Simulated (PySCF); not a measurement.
**A gas-phase reaction: ClGeH3 + N2O → ClGeH3O + N2**

Wanted: the reaction energy for `[Cl][GeH3]` + `[N-]=[N+]=O` → `[OH][GeH2][Cl]` + `N#N`.

Computed with PySCF 2.14.0; each step states its level. No surroundings beyond the atoms listed, unless a continuum is named. Atoms count from 0, parts from 1.

## 1. Starting point

Each species was relaxed by itself at PBE0-D3(BJ)/def2-SVPD.

## 2. Reaction energy: wB97M-D3(BJ)/def2-TZVPD

Job settings and geometry (Å):

```
{"job": {"kind": "react", "xc": "wB97M-D3(BJ)", "basis": "def2-TZVPD"}, "charge": 0, "multiplicity": 1}
-1 ClGeH3 charge 0 multiplicity 1
Cl     2.075940    -0.147220    -0.023580
Ge    -0.098970    -0.022300     0.021280
H     -0.622390    -1.265550    -0.703650
H     -0.504950     0.000900     1.497730
H     -0.477030     1.272740    -0.703410

-1 N2O charge 0 multiplicity 1
N      1.131120     0.163580    -0.010000
N      0.021360    -0.019650    -0.005530
O     -1.139780    -0.211370    -0.000860

+1 ClGeH3O charge 0 multiplicity 1
O      1.287210    -0.203990    -0.280490
Ge    -0.464270    -0.123050    -0.012810
Cl    -1.093320     1.958270    -0.098920
H      1.820810     0.290900     0.348100
H     -1.083660    -0.869100    -1.190730
H     -0.844590    -0.615580     1.388360

+1 N2 charge 0 multiplicity 1
N      0.498340    -0.184340    -0.136990
N     -0.498390     0.184340     0.136980
```

With the program's defaults for keys left out, this is: wB97M-D3(BJ)/def2-TZVPD reaction energy of separated species, gas phase.

On the command line:

```bash
> OMP_NUM_THREADS=1 python cluster_run.py task.json out
```

The driver reads the jobs from task.json and runs them one after another.

Log:

```text
species 1 (ClGeH3)
coarse grid: 21152 points
cycle   1  E = -2539.0620285323  dE = -6.849e-01  |g| = 6.547e-01  |ddm| = 1.710e+00
cycle   2  E = -2539.0737384894  dE = -1.171e-02  |g| = 6.914e-01  |ddm| = 7.878e-01
cycle   3  E = -2539.1158013392  dE = -4.206e-02  |g| = 2.610e-02  |ddm| = 3.697e-01
cycle   4  E = -2539.1160159703  dE = -2.146e-04  |g| = 1.159e-02  |ddm| = 3.764e-02
cycle   5  E = -2539.1160517444  dE = -3.577e-05  |g| = 2.737e-03  |ddm| = 1.292e-02
cycle   6  E = -2539.1160544684  dE = -2.724e-06  |g| = 4.253e-04  |ddm| = 5.057e-03
final grid: 40904 points
cycle   7  E = -2539.1159494146  dE = -1.442e-07  |g| = 1.799e-04  |ddm| = 1.102e-03
cycle   8  E = -2539.1159494345  dE = -1.994e-08  |g| = 9.057e-05  |ddm| = 3.151e-04
cycle   9  E = -2539.1159494377  dE = -3.186e-09  |g| = 3.621e-05  |ddm| = 1.273e-04
cycle  10  E = -2539.1159494387  dE = -9.904e-10  |g| = 3.984e-06  |ddm| = 9.023e-05
converged SCF energy = -2539.1159494387

species 2 (N2O)
coarse grid: 15424 points
cycle   1  E = -184.6618552617  dE =  6.983e-01  |g| = 8.261e-01  |ddm| = 1.717e+00
cycle   2  E = -184.5841387283  dE =  7.772e-02  |g| = 1.134e+00  |ddm| = 9.885e-01
cycle   3  E = -184.7852497728  dE = -2.011e-01  |g| = 1.174e-01  |ddm| = 4.952e-01
cycle   4  E = -184.7864122154  dE = -1.162e-03  |g| = 8.425e-02  |ddm| = 1.014e-01
cycle   5  E = -184.7877135303  dE = -1.301e-03  |g| = 1.003e-02  |ddm| = 4.527e-02
cycle   6  E = -184.7877338336  dE = -2.030e-05  |g| = 1.578e-03  |ddm| = 1.117e-02
cycle   7  E = -184.7877347252  dE = -8.916e-07  |g| = 4.463e-04  |ddm| = 4.008e-03
final grid: 33192 points
cycle   8  E = -184.7877161102  dE = -2.490e-08  |g| = 5.830e-04  |ddm| = 1.848e-03
cycle   9  E = -184.7877159646  dE =  1.456e-07  |g| = 1.090e-03  |ddm| = 7.546e-04
cycle  10  E = -184.7877161816  dE = -2.170e-07  |g| = 4.346e-05  |ddm| = 5.326e-04
cycle  11  E = -184.7877161821  dE = -5.334e-10  |g| = 2.660e-05  |ddm| = 9.273e-05
converged SCF energy = -184.7877161821

species 3 (ClGeH3O)
coarse grid: 26328 points
cycle   1  E = -2614.2894048324  dE = -4.846e-01  |g| = 9.443e-01  |ddm| = 1.895e+00
cycle   2  E = -2614.2503519098  dE =  3.905e-02  |g| = 1.142e+00  |ddm| = 1.131e+00
cycle   3  E = -2614.4244928939  dE = -1.741e-01  |g| = 7.618e-02  |ddm| = 5.828e-01
cycle   4  E = -2614.4254851089  dE = -9.922e-04  |g| = 4.096e-02  |ddm| = 7.494e-02
cycle   5  E = -2614.4257301752  dE = -2.451e-04  |g| = 5.979e-03  |ddm| = 2.349e-02
cycle   6  E = -2614.4257415658  dE = -1.139e-05  |g| = 2.597e-03  |ddm| = 9.098e-03
cycle   7  E = -2614.4257432791  dE = -1.713e-06  |g| = 4.669e-04  |ddm| = 2.917e-03
final grid: 52112 points
cycle   8  E = -2614.4256112176  dE = -1.937e-07  |g| = 2.118e-04  |ddm| = 1.512e-03
cycle   9  E = -2614.4256112455  dE = -2.786e-08  |g| = 1.313e-04  |ddm| = 3.949e-04
cycle  10  E = -2614.4256112508  dE = -5.253e-09  |g| = 5.670e-05  |ddm| = 1.490e-04
cycle  11  E = -2614.4256112527  dE = -1.912e-09  |g| = 2.870e-05  |ddm| = 1.094e-04
cycle  12  E = -2614.4256112529  dE = -1.837e-10  |g| = 3.770e-06  |ddm| = 3.187e-05
converged SCF energy = -2614.4256112529

species 4 (N2)
coarse grid: 10240 points
cycle   1  E = -109.6045727648  dE =  4.457e-02  |g| = 1.681e-01  |ddm| = 1.300e+00
cycle   2  E = -109.6103834496  dE = -5.811e-03  |g| = 7.387e-02  |ddm| = 1.523e-01
cycle   3  E = -109.6112838863  dE = -9.004e-04  |g| = 6.548e-03  |ddm| = 4.575e-02
cycle   4  E = -109.6112980696  dE = -1.418e-05  |g| = 1.069e-03  |ddm| = 1.769e-02
cycle   5  E = -109.6112985499  dE = -4.803e-07  |g| = 2.349e-04  |ddm| = 1.190e-03
final grid: 21984 points
cycle   6  E = -109.6112968806  dE = -3.462e-08  |g| = 7.898e-05  |ddm| = 5.935e-04
cycle   7  E = -109.6112968834  dE = -2.788e-09  |g| = 3.024e-05  |ddm| = 1.410e-04
cycle   8  E = -109.6112968837  dE = -2.794e-10  |g| = 8.388e-06  |ddm| = 5.232e-05
converged SCF energy = -109.6112968837

Reaction energy = -83.722 kcal/mol
```

Wall time 16 s (1 thread of Arm Neoverse V1, shared host); peak memory 0.6 GiB.

Species by species (with the dispersion term, which the log's SCF energies lack):

```tsv
ν	species	energy (Eh)	HOMO (eV)
-1	[Cl][GeH3]	-2539.11948	-11.11
-1	[N-]=[N+]=O	-184.78947	-12.17
+1	[OH][GeH2][Cl]	-2614.43034	-11.21
+1	N#N	-109.61204	-14.89
```

## 3. Energies of the species: PBE0-D3(BJ)/def2-TZVPD

The job, as its differences from that of step 2:

```diff
@@ -1,2 +1,2 @@
-{"job": {"kind": "react", "xc": "wB97M-D3(BJ)", "basis": "def2-TZVPD"}, "charge": 0, "multiplicity": 1}
+{"job": {"kind": "react", "xc": "PBE0", "basis": "def2-TZVPD", "disp": "d3bj"}, "charge": 0, "multiplicity": 1}
 -1 ClGeH3 charge 0 multiplicity 1
```

With the program's defaults for keys left out, this is: PBE0-D3(BJ)/def2-TZVPD reaction energy of separated species, gas phase.

Log:

```text
species 1 (ClGeH3)
coarse grid: 21152 points
cycle   1  E = -2538.5867503387  dE = -6.332e-01  |g| = 6.828e-01  |ddm| = 1.690e+00
cycle   2  E = -2538.5564835649  dE =  3.027e-02  |g| = 8.558e-01  |ddm| = 8.965e-01
cycle   3  E = -2538.6341449140  dE = -7.766e-02  |g| = 3.248e-02  |ddm| = 5.132e-01
cycle   4  E = -2538.6342897472  dE = -1.448e-04  |g| = 1.450e-02  |ddm| = 3.070e-02
cycle   5  E = -2538.6343465892  dE = -5.684e-05  |g| = 2.016e-03  |ddm| = 1.334e-02
cycle   6  E = -2538.6343477455  dE = -1.156e-06  |g| = 3.929e-04  |ddm| = 2.049e-03
final grid: 40904 points
cycle   7  E = -2538.6343323040  dE = -8.291e-09  |g| = 4.004e-04  |ddm| = 1.133e-03
cycle   8  E = -2538.6343323061  dE = -2.078e-09  |g| = 3.955e-04  |ddm| = 6.562e-04
cycle   9  E = -2538.6343323381  dE = -3.204e-08  |g| = 1.758e-05  |ddm| = 3.262e-04
cycle  10  E = -2538.6343323382  dE = -5.912e-11  |g| = 1.206e-06  |ddm| = 1.159e-05
converged SCF energy = -2538.6343323382

species 2 (N2O)
coarse grid: 3216 points
cycle   1  E = -184.4532739681  dE =  7.159e-01  |g| = 7.388e-01  |ddm| = 1.711e+00
cycle   2  E = -184.1505926962  dE =  3.027e-01  |g| = 1.536e+00  |ddm| = 1.025e+00
cycle   3  E = -184.5232792896  dE = -3.727e-01  |g| = 3.647e-01  |ddm| = 7.204e-01
cycle   4  E = -184.5484764854  dE = -2.520e-02  |g| = 9.416e-02  |ddm| = 2.248e-01
cycle   5  E = -184.5501246611  dE = -1.648e-03  |g| = 6.988e-03  |ddm| = 4.645e-02
cycle   6  E = -184.5501317489  dE = -7.088e-06  |g| = 2.069e-03  |ddm| = 4.703e-03
final grid: 33192 points
cycle   7  E = -184.5460647148  dE =  2.396e-05  |g| = 1.471e-02  |ddm| = 5.497e-02
cycle   8  E = -184.5457577437  dE =  3.070e-04  |g| = 4.211e-02  |ddm| = 2.728e-02
cycle   9  E = -184.5461038025  dE = -3.461e-04  |g| = 3.007e-03  |ddm| = 2.089e-02
cycle  10  E = -184.5461054082  dE = -1.606e-06  |g| = 4.740e-04  |ddm| = 1.425e-03
cycle  11  E = -184.5461054443  dE = -3.614e-08  |g| = 8.117e-05  |ddm| = 2.505e-04
cycle  12  E = -184.5461054457  dE = -1.426e-09  |g| = 1.180e-05  |ddm| = 7.261e-05
cycle  13  E = -184.5461054458  dE = -3.081e-11  |g| = 7.334e-07  |ddm| = 7.926e-06
converged SCF energy = -184.5461054458

species 3 (ClGeH3O)
coarse grid: 26328 points
cycle   1  E = -2613.7050176386  dE = -4.040e-01  |g| = 1.012e+00  |ddm| = 1.900e+00
cycle   2  E = -2613.3818768177  dE =  3.231e-01  |g| = 1.689e+00  |ddm| = 1.477e+00
cycle   3  E = -2613.8409621091  dE = -4.591e-01  |g| = 2.182e-01  |ddm| = 1.009e+00
cycle   4  E = -2613.8490457908  dE = -8.084e-03  |g| = 5.781e-02  |ddm| = 1.607e-01
cycle   5  E = -2613.8494617653  dE = -4.160e-04  |g| = 9.781e-03  |ddm| = 3.508e-02
cycle   6  E = -2613.8494836397  dE = -2.187e-05  |g| = 3.326e-03  |ddm| = 9.499e-03
cycle   7  E = -2613.8494863425  dE = -2.703e-06  |g| = 4.175e-04  |ddm| = 2.324e-03
final grid: 52112 points
cycle   8  E = -2613.8494599303  dE = -1.794e-08  |g| = 4.646e-04  |ddm| = 1.281e-03
cycle   9  E = -2613.8494598819  dE =  4.843e-08  |g| = 7.001e-04  |ddm| = 6.461e-04
cycle  10  E = -2613.8494599717  dE = -8.989e-08  |g| = 9.199e-05  |ddm| = 3.923e-04
cycle  11  E = -2613.8494599733  dE = -1.507e-09  |g| = 1.044e-05  |ddm| = 5.652e-05
cycle  12  E = -2613.8494599733  dE = -2.638e-11  |g| = 3.252e-06  |ddm| = 9.608e-06
converged SCF energy = -2613.8494599733

species 4 (N2)
coarse grid: 2128 points
cycle   1  E = -109.4495153339  dE =  1.300e-01  |g| = 1.031e-01  |ddm| = 1.274e+00
cycle   2  E = -109.4509501863  dE = -1.435e-03  |g| = 4.739e-02  |ddm| = 1.015e-01
cycle   3  E = -109.4513733671  dE = -4.232e-04  |g| = 9.131e-03  |ddm| = 3.530e-02
cycle   4  E = -109.4513900401  dE = -1.667e-05  |g| = 5.130e-04  |ddm| = 5.398e-03
cycle   5  E = -109.4513900873  dE = -4.725e-08  |g| = 7.831e-05  |ddm| = 4.399e-04
final grid: 21984 points
cycle   6  E = -109.4466156112  dE = -6.358e-06  |g| = 2.482e-03  |ddm| = 4.974e-02
cycle   7  E = -109.4466162381  dE = -6.269e-07  |g| = 1.554e-03  |ddm| = 2.550e-03
cycle   8  E = -109.4466167184  dE = -4.803e-07  |g| = 4.576e-05  |ddm| = 9.610e-04
cycle   9  E = -109.4466167188  dE = -4.090e-10  |g| = 5.011e-06  |ddm| = 4.908e-05
converged SCF energy = -109.4466167188

Reaction energy = -72.804 kcal/mol
```

It took 8.9 s on 1 thread of Arm Neoverse V1, shared host; peak memory 0.57 GiB.

Reaction energy at this level: -72.80 kcal/mol.

## 4. Energies of the species: MP2/def2-TZVPD

The job, as its differences from that of step 3:

```diff
@@ -1,2 +1,2 @@
-{"job": {"kind": "react", "xc": "PBE0", "basis": "def2-TZVPD", "disp": "d3bj"}, "charge": 0, "multiplicity": 1}
+{"job": {"kind": "react", "xc": "MP2", "basis": "def2-TZVPD"}, "charge": 0, "multiplicity": 1}
 -1 ClGeH3 charge 0 multiplicity 1
```

Level: MP2/def2-TZVPD reaction energy of separated species, gas phase.

Log:

```text
species 1 (ClGeH3)
final grid: 40904 points
cycle   1  E = -2536.6194802465  dE = -7.534e-01  |g| = 4.319e-01  |ddm| = 1.689e+00
cycle   2  E = -2536.6539217064  dE = -3.444e-02  |g| = 3.027e-01  |ddm| = 4.591e-01
cycle   3  E = -2536.6631408643  dE = -9.219e-03  |g| = 3.192e-02  |ddm| = 1.918e-01
cycle   4  E = -2536.6635951955  dE = -4.543e-04  |g| = 1.185e-02  |ddm| = 5.235e-02
cycle   5  E = -2536.6636437088  dE = -4.851e-05  |g| = 2.649e-03  |ddm| = 1.515e-02
cycle   6  E = -2536.6636470657  dE = -3.357e-06  |g| = 7.638e-04  |ddm| = 4.606e-03
cycle   7  E = -2536.6636475874  dE = -5.217e-07  |g| = 2.043e-04  |ddm| = 1.575e-03
cycle   8  E = -2536.6636476273  dE = -3.992e-08  |g| = 3.346e-05  |ddm| = 4.843e-04
cycle   9  E = -2536.6636476281  dE = -7.913e-10  |g| = 8.200e-06  |ddm| = 9.930e-05
converged SCF energy = -2536.6636476281

species 2 (N2O)
final grid: 33192 points
cycle   1  E = -183.6407256479  dE =  7.813e-01  |g| = 7.882e-01  |ddm| = 1.636e+00
cycle   2  E = -183.6997068692  dE = -5.898e-02  |g| = 5.972e-01  |ddm| = 7.870e-01
cycle   3  E = -183.7582053992  dE = -5.850e-02  |g| = 6.196e-02  |ddm| = 2.991e-01
cycle   4  E = -183.7590484031  dE = -8.430e-04  |g| = 1.829e-02  |ddm| = 5.670e-02
cycle   5  E = -183.7591884805  dE = -1.401e-04  |g| = 1.074e-02  |ddm| = 2.987e-02
cycle   6  E = -183.7592138206  dE = -2.534e-05  |g| = 3.404e-03  |ddm| = 1.077e-02
cycle   7  E = -183.7592202224  dE = -6.402e-06  |g| = 1.237e-03  |ddm| = 7.348e-03
cycle   8  E = -183.7592207705  dE = -5.481e-07  |g| = 1.482e-04  |ddm| = 1.882e-03
cycle   9  E = -183.7592207805  dE = -1.005e-08  |g| = 1.728e-05  |ddm| = 3.667e-04
cycle  10  E = -183.7592207806  dE = -1.150e-10  |g| = 4.195e-06  |ddm| = 4.126e-05
converged SCF energy = -183.7592207806

species 3 (ClGeH3O)
final grid: 52112 points
cycle   1  E = -2611.5058690519  dE = -6.004e-01  |g| = 6.630e-01  |ddm| = 1.868e+00
cycle   2  E = -2611.5631948047  dE = -5.733e-02  |g| = 4.808e-01  |ddm| = 6.468e-01
cycle   3  E = -2611.5941592453  dE = -3.096e-02  |g| = 4.232e-02  |ddm| = 2.600e-01
cycle   4  E = -2611.5948194912  dE = -6.602e-04  |g| = 1.498e-02  |ddm| = 5.895e-02
cycle   5  E = -2611.5948940846  dE = -7.459e-05  |g| = 4.425e-03  |ddm| = 1.750e-02
cycle   6  E = -2611.5949019845  dE = -7.900e-06  |g| = 1.577e-03  |ddm| = 5.898e-03
cycle   7  E = -2611.5949031323  dE = -1.148e-06  |g| = 6.244e-04  |ddm| = 1.972e-03
cycle   8  E = -2611.5949033796  dE = -2.473e-07  |g| = 1.470e-04  |ddm| = 9.767e-04
cycle   9  E = -2611.5949033976  dE = -1.800e-08  |g| = 2.166e-05  |ddm| = 3.475e-04
cycle  10  E = -2611.5949033979  dE = -3.247e-10  |g| = 5.356e-06  |ddm| = 5.290e-05
converged SCF energy = -2611.5949033979

species 4 (N2)
final grid: 21984 points
cycle   1  E = -108.9673671372  dE =  4.862e-02  |g| = 2.948e-01  |ddm| = 1.230e+00
cycle   2  E = -108.9868247829  dE = -1.946e-02  |g| = 8.978e-02  |ddm| = 1.852e-01
cycle   3  E = -108.9883092046  dE = -1.484e-03  |g| = 1.594e-02  |ddm| = 6.313e-02
cycle   4  E = -108.9884068207  dE = -9.762e-05  |g| = 1.828e-03  |ddm| = 2.422e-02
cycle   5  E = -108.9884078364  dE = -1.016e-06  |g| = 1.998e-04  |ddm| = 3.068e-03
cycle   6  E = -108.9884078570  dE = -2.059e-08  |g| = 4.401e-05  |ddm| = 4.052e-04
cycle   7  E = -108.9884078581  dE = -1.075e-09  |g| = 4.188e-06  |ddm| = 7.048e-05
cycle   8  E = -108.9884078581  dE = -6.565e-12  |g| = 2.888e-07  |ddm| = 1.755e-05
converged SCF energy = -108.9884078581

Reaction energy = -81.591 kcal/mol
```

Wall time 4.2 s (1 thread of Arm Neoverse V1, shared host); peak memory 0.41 GiB.

Reaction energy at this level: -81.59 kcal/mol.

## 5. Comparing the runs

Energies in kcal/mol, with wall time:

```tsv
run	reaction	time
wB97M-D3(BJ)/def2-TZVPD	-83.72	16 s
PBE0-D3(BJ)/def2-TZVPD	-72.80	8.9 s
MP2/def2-TZVPD	-81.59	4.2 s
```

## 6. Summary of results

| quantity | value |
| --- | --- |
| reaction energy (wB97M-D3(BJ)/def2-TZVPD) | -83.72 kcal/mol |
| ΔH, ΔG at 298 K (xTB thermal terms) | -83.7, -84.8 kcal/mol |
| range of the reaction energy over the runs of this table | -83.72 to -72.80 kcal/mol |

**Reading.** The reaction is exothermic by 83.7 kcal/mol in the gas phase; dispersion gives -0.11, and xTB itself gave -10.12 for the electronic energy (xTB energies and thermal terms come from the earlier relaxation of each species, not shown). No barrier was sought. xTB and this level differ widely in the electronic energy, so what comes from xTB (the thermal terms above all) is less safe here. The reaction energy runs from -83.72 (wB97M-D3(BJ)/def2-TZVPD) to -72.80 kcal/mol (PBE0-D3(BJ)/def2-TZVPD).
